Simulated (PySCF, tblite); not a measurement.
# C₄H₁₀FGeN: geometry, infrared bands and NMR shifts

What infrared bands and NMR shifts should C₄H₁₀FGeN (`C[C@@H]1[C@@H](F)[GeH2][N]1C`) show?

Computed with tblite 0.8.0 and PySCF 2.14.0, with density-fitted response routines of our own, on a single molecule in the gas phase. Atoms are numbered from 0 throughout.

## Step 1: The starting structure

17 atoms, charge 0, multiplicity 1; geometry from: force field or distance geometry start.

Bonds of the start (Å): C0–C1 1.55, C1–C2 1.53, C2–F3 1.39, C2–Ge4 1.92, Ge4–N5 1.86, N5–C6 1.46, N5–C1 1.49, C0–H7 1.11, C0–H8 1.11, C0–H9 1.10, C1–H10 1.12, C2–H11 1.10, Ge4–H12 1.55, Ge4–H13 1.55, C6–H14 1.12, C6–H15 1.12, C6–H16 1.11.

## Step 2: Relaxing the molecule with GFN2-xTB

Job settings and geometry (Å):

```
{"job": {"kind": "relax", "xc": "GFN2-xTB", "basis": "xTB"}, "charge": 0, "multiplicity": 1}
C      1.725900    -0.629400     0.926400
C      0.616700    -0.378700    -0.119500
C      0.789200     0.970600    -0.813100
F      0.702700     0.859300    -2.200500
Ge    -0.888400     1.564900    -0.080800
N     -0.686100    -0.173200     0.563500
C     -1.726700    -1.024100    -0.010400
H      1.530400    -1.579200     1.459900
H      1.746600     0.192700     1.675600
H      2.701600    -0.691700     0.429400
H      0.607300    -1.224200    -0.846400
H      1.639800     1.584600    -0.479100
H     -0.727500     2.622800     1.045000
H     -2.014000     1.679400    -1.145800
H     -2.717500    -0.731400     0.416300
H     -1.537000    -2.084000     0.283300
H     -1.770100    -0.946300    -1.113600
```

Launch:

```
> OMP_NUM_THREADS=1 python probes_run.py task.json out
```

One launch serves the whole session: the jobs run in the order shown.

Log:

```text
step      E/eV     max force
  0    -631.26020    1.559
  1    -631.37173    0.817
  2    -631.43559    0.672
  3    -631.46629    0.535
  4    -631.51271    0.568
  5    -631.53967    0.404
  6    -631.56102    0.408
  7    -631.57843    0.339
  8    -631.59805    0.412
  9    -631.61219    0.322
 10    -631.62158    0.274
 11    -631.62858    0.241
 12    -631.63614    0.214
 13    -631.64377    0.209
 14    -631.64972    0.181
 15    -631.65472    0.189
 16    -631.66113    0.228
 17    -631.66953    0.251
 18    -631.67907    0.237
 19    -631.68879    0.247
 20    -631.69914    0.288
 21    -631.71151    0.277
 22    -631.72602    0.359
 23    -631.73882    0.300
 24    -631.74793    0.195
 25    -631.75397    0.173
 26    -631.75784    0.176
 27    -631.76061    0.131
 28    -631.76230    0.102
 29    -631.76363    0.104
 30    -631.76488    0.089
 31    -631.76672    0.107
 32    -631.76796    0.099
 33    -631.76925    0.094
 34    -631.77023    0.073
 35    -631.77135    0.080
 36    -631.77275    0.116
 37    -631.77457    0.157
 38    -631.77659    0.145
 39    -631.77858    0.122
 40    -631.78051    0.131
 41    -631.78250    0.145
 42    -631.78447    0.134
 43    -631.78631    0.116
 44    -631.78817    0.126
 45    -631.79043    0.175
 46    -631.79310    0.233
 47    -631.79613    0.184
 48    -631.79938    0.125
 49    -631.80290    0.182
 50    -631.80579    0.244
 51    -631.81040    0.234
 52    -631.81400    0.133
 53    -631.81636    0.109
 54    -631.81763    0.209
 55    -631.81936    0.155
 56    -631.82063    0.071
 57    -631.82174    0.081
 58    -631.82276    0.094
 59    -631.82400    0.103
 60    -631.82509    0.073
 61    -631.82597    0.072
 62    -631.82674    0.077
 63    -631.82771    0.089
 64    -631.82923    0.088
 65    -631.83126    0.094
 66    -631.83323    0.099
 67    -631.83477    0.114
 68    -631.83600    0.091
 69    -631.83702    0.057
 70    -631.83797    0.062
 71    -631.83859    0.050
 72    -631.83896    0.048
 73    -631.83941    0.052
 74    -631.83993    0.056
 75    -631.84043    0.050
 76    -631.84085    0.047
 77    -631.84125    0.043
 78    -631.84170    0.039
 79    -631.84212    0.037
 80    -631.84245    0.038
 81    -631.84272    0.039
 82    -631.84297    0.034
 83    -631.84322    0.027
 84    -631.84343    0.034
 85    -631.84360    0.032
 86    -631.84375    0.029
 87    -631.84391    0.033
 88    -631.84410    0.043
 89    -631.84430    0.051
 90    -631.84450    0.040
 91    -631.84470    0.027
 92    -631.84489    0.028
 93    -631.84505    0.029
 94    -631.84520    0.030
 95    -631.84537    0.028
 96    -631.84552    0.030
 97    -631.84565    0.026
 98    -631.84577    0.027
 99    -631.84591    0.026
100    -631.84610    0.031
101    -631.84628    0.033
102    -631.84642    0.029
103    -631.84652    0.026
104    -631.84662    0.026
105    -631.84673    0.030
106    -631.84690    0.036
107    -631.84714    0.043
108    -631.84744    0.049
109    -631.84772    0.047
110    -631.84791    0.035
111    -631.84801    0.017
112    -631.84808    0.016
113    -631.84812    0.015
114    -631.84815    0.013
115    -631.84817    0.010
116    -631.84819    0.009
```

Run time: 0.74 s. Hardware: 1 thread of Arm Neoverse V1, shared host; peak memory 0.18 GiB.

The steps of the relaxation: (not every step is listed)

```csv
step,energy from step 0 (eV),largest force (eV/Å)
0,0.0000,1.5589
1,-0.1115,0.8171
2,-0.1754,0.6724
3,-0.2061,0.5349
4,-0.2525,0.5683
5,-0.2795,0.4044
6,-0.3008,0.4080
7,-0.3182,0.3385
8,-0.3378,0.4121
18,-0.4189,0.2370
28,-0.5021,0.1020
38,-0.5164,0.1448
48,-0.5392,0.1251
58,-0.5626,0.0940
68,-0.5758,0.0909
78,-0.5815,0.0387
88,-0.5839,0.0434
98,-0.5856,0.0268
108,-0.5872,0.0485
111,-0.5878,0.0175
112,-0.5879,0.0164
113,-0.5879,0.0146
114,-0.5879,0.0128
115,-0.5880,0.0098
116,-0.5880,0.0094
```

Close pairs (by a distance rule), those that changed most:

```csv
bond,before (Å),after (Å),change (Å)
C2–Ge4,1.925,2.001,+0.077
Ge4–H12,1.553,1.514,-0.040
Ge4–N5,1.865,1.834,-0.031
Ge4–H13,1.554,1.524,-0.030
C6–H14,1.118,1.088,-0.029
C0–H8,1.112,1.088,-0.025
C0–C1,1.545,1.521,-0.024
C6–H15,1.116,1.093,-0.023
```

The next job starts from the end point, and lists it.

## Step 3: Harmonic vibrations with GFN2-xTB

Job settings and geometry (Å):

```
{"job": {"kind": "ir", "xc": "GFN2-xTB", "basis": "xTB"}, "charge": 0, "multiplicity": 1}
C      1.545025    -0.886724     0.658634
C      0.586418    -0.236273    -0.327506
C      0.951766     1.211732    -0.687092
F      1.374564     1.348014    -1.990111
Ge    -0.955015     1.717759    -0.351001
N     -0.745746    -0.004768     0.242319
C     -1.619703    -1.138618     0.419018
H      1.243239    -1.910648     0.864420
H      1.547267    -0.327586     1.591799
H      2.549935    -0.898383     0.243189
H      0.543348    -0.841549    -1.243575
H      1.735604     1.632227    -0.055044
H     -1.404541     2.615100     0.782027
H     -1.793044     2.034410    -1.583688
H     -2.586998    -0.780830     0.766819
H     -1.211227    -1.819215     1.170415
H     -1.767887    -1.702617    -0.510533
```

Log:

```text
mode    cm-1     km/mol
  1      54.9      1.56
  2     137.7      4.92
  3     179.1      4.61
  4     183.5      2.81
  5     208.2      1.89
  6     237.9      1.00
  7     299.4      6.17
  8     319.5      8.86
  9     383.1     18.15
 10     415.1      9.40
 11     469.1     52.00
 12     507.8     24.89
 13     564.5     94.49
 14     582.1    124.53
 15     651.1     13.54
 16     803.7    279.81
 17     886.5      5.97
 18     923.6     18.63
 19    1038.1     18.51
 20    1042.8     59.24
 21    1064.2     13.71
 22    1107.3      1.65
 23    1111.1      7.14
 24    1143.0      1.06
 25    1178.1     19.52
 26    1200.6     27.55
 27    1249.9     44.69
 28    1283.8      3.83
 29    1326.7     17.26
 30    1396.1      7.37
 31    1411.4      1.12
 32    1477.3      3.60
 33    1485.3      1.80
 34    1495.7      1.37
 35    1503.1      6.46
 36    1798.8    361.90
 37    1899.5    511.52
 38    2865.9     63.08
 39    2886.5     70.29
 40    2943.5     36.68
 41    2955.2     55.27
 42    3015.9     25.23
 43    3031.5     28.58
 44    3034.4     32.33
 45    3038.9     26.00
```

Run time: 0.53 s. Hardware: 1 thread of Arm Neoverse V1, shared host; peak memory 0.18 GiB.

The strongest bands and the atoms that carry them (share of the mass-weighted mode):

```csv
cm⁻¹,km/mol,atoms
564,94.5,"H12 36 %, N5 17 %, H13 16 %, C1 11 %"
582,124.5,"H12 26 %, N5 21 %, C6 12 %"
804,279.8,"H12 52 %, H13 44 %"
1043,59.2,"C2 36 %, F3 20 %"
1799,361.9,H13 91 %
1900,511.5,H12 90 %
2866,63.1,H10 93 %
2886,70.3,H16 90 %
```

## Step 4: Nuclear shieldings: PBE0/pcSseg-1

Same as in step 3 but for these lines:

```diff
@@ -1,2 +1,2 @@
-{"job": {"kind": "ir", "xc": "GFN2-xTB", "basis": "xTB"}, "charge": 0, "multiplicity": 1}
+{"job": {"kind": "nmr", "xc": "PBE0", "basis": "pcSseg-1"}, "charge": 0, "multiplicity": 1}
 C      1.545025    -0.886724     0.658634
```

With the program's defaults for keys left out, this is: GIAO PBE0/pcSseg-1 NMR shielding, non-relativistic, gas phase.

Log:

```text
coarse grid: 63280 points
cycle   1  E = -2389.0364766073  dE =  9.924e-02  |g| = 9.977e-01  |ddm| = 3.750e+00
cycle   2  E = -2388.9493112514  dE =  8.717e-02  |g| = 1.185e+00  |ddm| = 1.344e+00
cycle   3  E = -2389.1304358969  dE = -1.811e-01  |g| = 1.774e-01  |ddm| = 9.405e-01
cycle   4  E = -2389.1357785837  dE = -5.343e-03  |g| = 7.000e-02  |ddm| = 1.864e-01
cycle   5  E = -2389.1366331531  dE = -8.546e-04  |g| = 1.491e-02  |ddm| = 7.137e-02
cycle   6  E = -2389.1366726297  dE = -3.948e-05  |g| = 4.495e-03  |ddm| = 1.608e-02
cycle   7  E = -2389.1366753968  dE = -2.767e-06  |g| = 1.000e-03  |ddm| = 3.682e-03
final grid: 134192 points
cycle   8  E = -2389.1366511233  dE =  7.583e-08  |g| = 1.352e-03  |ddm| = 2.765e-03
cycle   9  E = -2389.1366506762  dE =  4.471e-07  |g| = 2.064e-03  |ddm| = 2.824e-03
cycle  10  E = -2389.1366514979  dE = -8.217e-07  |g| = 1.614e-04  |ddm| = 1.684e-03
cycle  11  E = -2389.1366515037  dE = -5.788e-09  |g| = 4.429e-05  |ddm| = 2.116e-04
cycle  12  E = -2389.1366515040  dE = -3.220e-10  |g| = 5.107e-06  |ddm| = 3.317e-05
converged SCF energy = -2389.1366515040

GIAO shielding tensors (ppm)
atom      isotropic    diamagn.    paramagn.     s11        s22        s33       span
  0 C      164.158     247.138     -82.980    145.772    160.860    185.841     40.069
  1 C      111.602     245.911    -134.309     88.026    104.278    142.504     54.478
  2 C       84.215     248.751    -164.536     46.539     76.035    130.070     83.531
  3 F      398.618     471.990     -73.372    344.123    383.295    468.436    124.313
  4 Ge    1367.728    2757.139   -1389.410   1283.551   1300.242   1519.392    235.841
  5 N      227.976     329.511    -101.535    173.780    222.503    287.646    113.867
  6 C      148.338     243.190     -94.851    121.965    135.989    187.062     65.097
  7 H       30.056      30.246      -0.190     25.252     28.876     36.039     10.787
  8 H       30.873      30.707       0.167     27.713     29.215     35.692      7.979
  9 H       30.406      29.586       0.821     26.389     27.922     36.907     10.518
 10 H       28.001      32.168      -4.167     24.855     28.489     30.658      5.803
 11 H       26.519      30.964      -4.444     23.860     26.780     28.918      5.058
 12 H       26.185      29.169      -2.984     19.660     21.357     37.539     17.878
 13 H       25.964      28.817      -2.853     20.152     21.121     36.618     16.466
 14 H       29.162      29.065       0.097     24.430     26.896     36.161     11.732
 15 H       28.895      29.799      -0.904     23.631     27.110     35.945     12.314
 16 H       29.218      29.279      -0.061     24.390     27.027     36.236     11.846
```

It took 31 s on 1 thread of Arm Neoverse V1, shared host; peak memory 0.99 GiB.

The references, computed at this level on geometries of the same kind, shield at (ppm): 1H TMS 31.72, 13C TMS 186.9, 19F CFCl3 170.9, 15N NH3 267.7, 73Ge GeMe4 1331. Their shielding less the atom's gives the shift. The references are single molecules in the gas phase, so shifts against H2O, NH3, PH3, H3PO4 or CFCl3 are not on the usual liquid scales and can be off by tens of ppm. Atoms listed in one row are averaged.

```csv
atoms,environment,σ (ppm),δ (ppm)
C2,sp3 CH bonded to F and Ge,84.2,102.7
C1,sp3 CH bonded to N,111.6,75.3
C6,methyl carbon bonded to N,148.3,38.6
C0,methyl carbon,164.2,22.8
H13,"hydrogen on a germanium bonded to C, N, in a 4-membered ring",25.96,5.75
H12,"hydrogen on a germanium bonded to C, N, in a 4-membered ring",26.19,5.53
H11,hydrogen on an sp3 CH bonded to F and Ge,26.52,5.20
H10,hydrogen on an sp3 CH bonded to N,28.00,3.72
"H14, H15, H16",hydrogen on a methyl carbon bonded to N,29.09,2.63
"H7, H8, H9",hydrogen on a methyl carbon,30.45,1.27
F3,fluorine on an sp3 carbon,398.6,-227.7
Ge4,"germanium bonded to C, N, 2 H, in a 4-membered ring",1368,-37
N5,"nitrogen bonded to 2 C, Ge, in a 4-membered ring",228.0,39.8
```

Charges from the same density, by scheme (e):

```csv
atoms,Mulliken,IAO,Hirshfeld,ESP fit
C0,-0.19,-0.43,-0.13,-0.59
C1,-0.05,-0.01,0.00,0.39
C2,0.00,-0.04,-0.01,-0.23
F3,-0.33,-0.32,-0.13,-0.20
Ge4,0.63,0.71,0.37,0.48
N5,-0.83,-0.48,-0.18,-0.36
C6,-0.03,-0.30,-0.08,-0.37
```

Mayer bond orders: C0–C1 1.03, C1–C2 0.91, C2–F3 0.85, C2–Ge4 0.89, Ge4–N5 0.89, N5–C6 0.96, N5–C1 0.92.

Ring of atoms C1, C2, Ge4, N5: NICS(0) -4.0, NICS(1) -1.5, NICS(1)zz 3.2 ppm (means of both faces; NICS(1) differs between them: -3.3 and 0.4).

The two faces differ (NICS(1)zz 0.2 and 6.1 ppm).

## Step 5: Outcome

| quantity | value |
| --- | --- |
| strongest single infrared mode (GFN2-xTB) | 1900 cm⁻¹, 512 km/mol |
| zero-point energy (GFN2-xTB) | 81.2 kcal/mol |
| 13C shifts against TMS (PBE0/pcSseg-1) | 102.7, 75.3, 38.6, 22.8 ppm |
| 1H shifts against TMS (PBE0/pcSseg-1, means over atoms taken as alike) | 5.75, 5.53, 5.20, 3.72, 2.63, 1.27 ppm |
| 19F shifts against CFCl3 (PBE0/pcSseg-1) | -227.7 ppm |
| 73Ge shifts against GeMe4 (PBE0/pcSseg-1) | -37 ppm |
| 15N shifts against NH3 (PBE0/pcSseg-1) | 39.8 ppm |

The optimisation took 116 steps and gained 0.588 eV; among the close pairs (by a distance rule), C2–Ge4 changed most, from 1.925 to 2.001 Å. All 45 modes are real, so the xTB geometry is a minimum. The strongest single mode, at 1900 cm⁻¹, moves mainly H12. Unscaled tight-binding wavenumbers are off by several per cent, some by more. Its intensities can rank the bands wrongly. The most deshielded carbon is C2 (sp3 CH bonded to F and Ge), at 102.7 ppm: deshielded by the electronegative neighbour. At PBE0/pcSseg-1: The widest tensor belongs to Ge4: span 236 ppm, with a paramagnetic part of -1389 ppm. Spin-orbit coupling is left out, which matters for shieldings and couplings at and beside the heavy atoms.
